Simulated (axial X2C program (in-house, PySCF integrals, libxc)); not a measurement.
**A two-component session on TaH⁺: properties at the nuclei**

Aim: properties at the nuclei of TaH⁺, with spin–orbit coupling in the Hamiltonian from the start.

Program: an in-house X2C program for linear molecules on PySCF integrals. Level of theory: two-component X2C with atomic mean-field terms, Ta dyall-cv3z, H dyall-v3z. These are calculated values, not measurements.

## (1) Input

task.json reads:

```json
{"zs": [73, 1], "q": 1, "bas": ["dyall-cv3z", "dyall-v3z"], "r0": 1.78, "levels": ["PBE0", "HF", "PBE50", "PBE", "r2SCAN"], "nst": 3}
```

Keys: zs atomic numbers; q charge; bas basis sets; r0 starting distance in Å; levels methods (HF also brings MP2); nst determinants followed.

Launch:

```console
$ python soeom.py task.json out
```

Nuclei are Gaussian, cores are contracted, and the Gaunt term is on.

## (2) Expectation values, lowest determinant

R = 1.718 Å. State: Ω = 3/2 (excess of +ω over −ω: ω = 3/2).

Output of the PBE0 run:

```text
two-component X2C + atomic mean field  PBE0
basis functions 202  fitting functions 1000  grid points 5075
iter        total energy     max residual
   1     -15603.776362485     1.02e-05
   2     -15603.776362499     5.90e-06
   3     -15603.776362502     4.98e-06
   4     -15603.776362507     2.29e-06
   5     -15603.776362508     8.43e-07
converged
one-electron -21423.69535091  Coulomb 6131.44215036  exact exchange -78.90233438  xc functional -241.75906941  nuclear repulsion 22.48541117  atomic mean-field constant -13.34716934
```

The highest occupied spinor is 95% Ta d, 3% H p.

```csv
level,Eeff magnitude (GV/cm),Ws magnitude Ta (kHz),A∥/gI Ta (MHz),qzz Ta (a.u.),A∥/gI H (MHz),qzz H (a.u.)
PBE0,17.9,11.1,-2710,-3.67,9.97,0.09
HF,17.8,10.9,-2650,-4.66,15.2,0.10
PBE50,16.7,10.3,-2740,-3.99,11.2,0.10
PBE,18.4,11.3,-2640,-3.43,8.59,0.09
r2SCAN,19.1,12,-3070,-3.75,10.7,0.09
```

Eeff is the effective electric field on the electron dipole moment in this Ω state and Ws the scalar–pseudoscalar constant (defined with the proton number Z and per Ω); A∥ is the parallel hyperfine constant, which follows by multiplying with the nuclear g factor gI = μI/(I μN); qzz is the electric field gradient, eQq0 = 234.96 MHz × Q/barn × qzz. The operators were transformed with the bare-nucleus X2C matrices.

## (3) Expectation values, a higher determinant

R = 1.718 Å. State: Ω = 3/2 (excess of +ω over −ω: ω = 1/2, ω = -3/2, ω = 5/2), 0.28 eV above the lowest in the PBE0 search for states (made at or near this distance, with looser thresholds).

Output of the PBE0 run:

```text
two-component X2C + atomic mean field  PBE0
basis functions 202  fitting functions 1000  grid points 5075
iter        total energy     max residual
   1     -15603.766250796     1.43e-05
   2     -15603.766250807     8.45e-06
   3     -15603.766250810     3.61e-06
   4     -15603.766250812     2.95e-06
   5     -15603.766250813     9.57e-07
converged
one-electron -21423.77385125  Coulomb 6131.55615781  exact exchange -78.90760855  xc functional -241.77919065  nuclear repulsion 22.48541117  atomic mean-field constant -13.34716934
```

The highest occupied spinor is 100% Ta d.

```csv
level,Eeff magnitude (GV/cm),Ws magnitude Ta (kHz),A∥/gI Ta (MHz),qzz Ta (a.u.),A∥/gI H (MHz),qzz H (a.u.)
PBE0,12.1,7.32,3330,2.77,-1.78,0.09
HF,10.5,6.14,3050,1.12,-7.36,0.10
PBE50,10.2,6.15,3270,2.20,-2.98,0.10
PBE,13.2,8.02,3360,3.22,-0.47,0.09
r2SCAN,11.6,7.3,3640,3.05,-2.06,0.09
```

## (4) Expectation values, a higher determinant

R = 1.718 Å. State: Ω = 1/2 (excess of +ω over −ω: ω = 1/2), 0.34 eV above the lowest in the PBE0 search for states (made at or near this distance, with looser thresholds).

Output of the PBE0 run:

```text
two-component X2C + atomic mean field  PBE0
basis functions 202  fitting functions 1000  grid points 5075
iter        total energy     max residual
   1     -15603.763959540     1.02e-05
   2     -15603.763959549     7.66e-06
   3     -15603.763959551     6.22e-06
   4     -15603.763959554     3.31e-06
   5     -15603.763959555     1.20e-06
converged
one-electron -21423.54149269  Coulomb 6131.29217824  exact exchange -78.89723699  xc functional -241.75564994  nuclear repulsion 22.48541117  atomic mean-field constant -13.34716934
```

The highest occupied spinor is 96% Ta d, 3% H p.

```csv
level,Eeff magnitude (GV/cm),Ws magnitude Ta (kHz),A∥/gI Ta (MHz),qzz Ta (a.u.),A∥/gI H (MHz),qzz H (a.u.)
PBE0,15.6,29.6,10600,-3.17,-11.7,0.09
HF,15.8,29.9,9890,-3.95,-30.3,0.10
PBE50,14.4,27.3,10600,-3.38,-15.9,0.10
PBE,16.1,30.4,10600,-3.05,-7.16,0.09
r2SCAN,17.1,33.2,11800,-3.37,-13.3,0.09
```

## (5) What came out

| quantity | value |
| --- | --- |
| lowest determinant | Ω = 3/2 (excess of +ω over −ω: ω = 3/2) |
| Eeff magnitude (GV/cm), PBE0 | 17.9 |
| Ws magnitude Ta (kHz), PBE0 | 11.1 |
| A∥/gI Ta (MHz), PBE0 | -2710 |
| qzz Ta (a.u.), PBE0 | -3.67 |
| higher determinant | Ω = 3/2 (excess of +ω over −ω: ω = 1/2, ω = -3/2, ω = 5/2) |
| Eeff magnitude (GV/cm), PBE0, higher determinant | 12.1 |
| Ws magnitude Ta (kHz), PBE0, higher determinant | 7.32 |
| A∥/gI Ta (MHz), PBE0, higher determinant | 3330 |
| qzz Ta (a.u.), PBE0, higher determinant | 2.77 |
| higher determinant | Ω = 1/2 (excess of +ω over −ω: ω = 1/2) |
| Eeff magnitude (GV/cm), PBE0, higher determinant | 15.6 |
| Ws magnitude Ta (kHz), PBE0, higher determinant | 29.6 |
| A∥/gI Ta (MHz), PBE0, higher determinant | 10600 |
| qzz Ta (a.u.), PBE0, higher determinant | -3.17 |

In the first state, the effective field runs from 16.7 to 19.1 GV/cm over the mean-field levels. The expectation values come from single determinants, which for open shells can mix terms of unlike spin or miss the lowest Ω, so a determinant need not be a state. Eeff is the effective electric field on the electron dipole moment in this Ω state and Ws the scalar–pseudoscalar constant (defined with the proton number Z and per Ω); A∥ is the parallel hyperfine constant, which follows by multiplying with the nuclear g factor gI = μI/(I μN); qzz is the electric field gradient, eQq0 = 234.96 MHz × Q/barn × qzz. The operators were transformed with the bare-nucleus X2C matrices.
